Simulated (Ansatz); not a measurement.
# C2H8OSeSi: basis-set convergence

The task here is to estimate one member of a computed series from the others.

Program: Ansatz 0.2.0, Gaussian basis. Level of theory: one geometry, several basis sets. These are calculated values, not measurements.

Levels to be run: PBE0-D4/def2-SVP; ωB97M-V/def2-SVP; PBE0-D4/def2-QZVPP; ωB97M-V/def2-QZVPP; the functionals' def2-TZVPP values are taken from earlier runs.

**Structure used throughout**

An earlier PBE0-D4 in a triple-zeta def2 set relaxation fixed the geometry.

SMILES `CO[SiH](C)[SeH]`, 13 atoms, charge 0, spin multiplicity 1.

Atoms are counted from 1 here; the program's logs count them from 0.

Bond lengths: C1–O2 1.409 Å, C1–H6 1.091 Å, C1–H7 1.096 Å, C1–H8 1.097 Å, O2–Si3 1.643 Å, Si3–C4 1.861 Å, Si3–Se5 2.270 Å, Si3–H9 1.490 Å, C4–H10 1.092 Å, C4–H11 1.093 Å, C4–H12 1.094 Å, Se5–H13 1.469 Å. Angles: O2–C1–H6 108.2°, O2–C1–H7 111.6°, O2–C1–H8 111.7°, H6–C1–H7 108.4°, H6–C1–H8 108.4°, H7–C1–H8 108.6°, C1–O2–Si3 122.8°, O2–Si3–C4 111.2°, O2–Si3–Se5 108.5°, O2–Si3–H9 109.8°, C4–Si3–Se5 111.8°, C4–Si3–H9 110.6°, Se5–Si3–H9 104.7°, Si3–C4–H10 110.3°, Si3–C4–H11 110.9°, Si3–C4–H12 110.8°, H10–C4–H11 108.4°, H10–C4–H12 108.2° and more.

Set-up of the first run:

File in.yaml:

```yaml
crystal:
  periodic: [false, false, false]
  atoms:
    - {symbol: C, position_ang: [-1.698499, 0.698781, 0.960494]}
    - {symbol: O, position_ang: [-0.490720, 1.114070, 0.365393]}
    - {symbol: Si, position_ang: [0.285630, 0.232727, -0.783249]}
    - {symbol: C, position_ang: [0.857964, -1.401931, -0.102614]}
    - {symbol: Se, position_ang: [2.014897, 1.462410, -1.589801]}
    - {symbol: H, position_ang: [-2.073445, 1.516997, 1.577405]}
    - {symbol: H, position_ang: [-1.551772, -0.178030, 1.601599]}
    - {symbol: H, position_ang: [-2.458639, 0.457485, 0.207579]}
    - {symbol: H, position_ang: [-0.611856, 0.028686, -1.954529]}
    - {symbol: H, position_ang: [1.358588, -1.981700, -0.880833]}
    - {symbol: H, position_ang: [1.558736, -1.256832, 0.722975]}
    - {symbol: H, position_ang: [0.010560, -1.986157, 0.267592]}
    - {symbol: H, position_ang: [2.819055, 1.258894, -0.377110]}
basis:
  gaussian: {orbitals: def2-SVP}
hamiltonian: {xc: pbe0, dispersion: d4}
output: {orbitals: {seedname: orbitals}}
```

Run with:

```bash
$ ansatz run in.yaml --threads 2 --pin off --events-out ev --progress --plain --max-ram 32768MiB --backend cpu
```

Steps of the session up to this table: PBE0-D4 in def2-SVP; ωB97M-V in def2-SVP; PBE0-D4 in def2-QZVPP; ωB97M-V in def2-QZVPP.

One of the session's tables, all rows but one given; the rest of the session is left out.

It belongs to the step «Density functionals: the series». 

| functional | basis | HOMO (eV) | LUMO (eV) |
| --- | --- | --- | --- |
| PBE0-D4 | def2-SVP | ? | ? |
| PBE0-D4 | def2-TZVPP | -6.98 | 0.29 |
| PBE0-D4 | def2-QZVPP | -7.00 | 0.10 |
| ωB97M-V | def2-SVP | -9.00 | 2.60 |
| ωB97M-V | def2-TZVPP | -9.16 | 2.10 |
| ωB97M-V | def2-QZVPP | -9.18 | 1.58 |

Q: Estimate the row for PBE0-D4, def2-SVP from the others.

The run gave: HOMO (eV): -6.84; LUMO (eV): 0.60. In the column «HOMO (eV)» it is the highest.
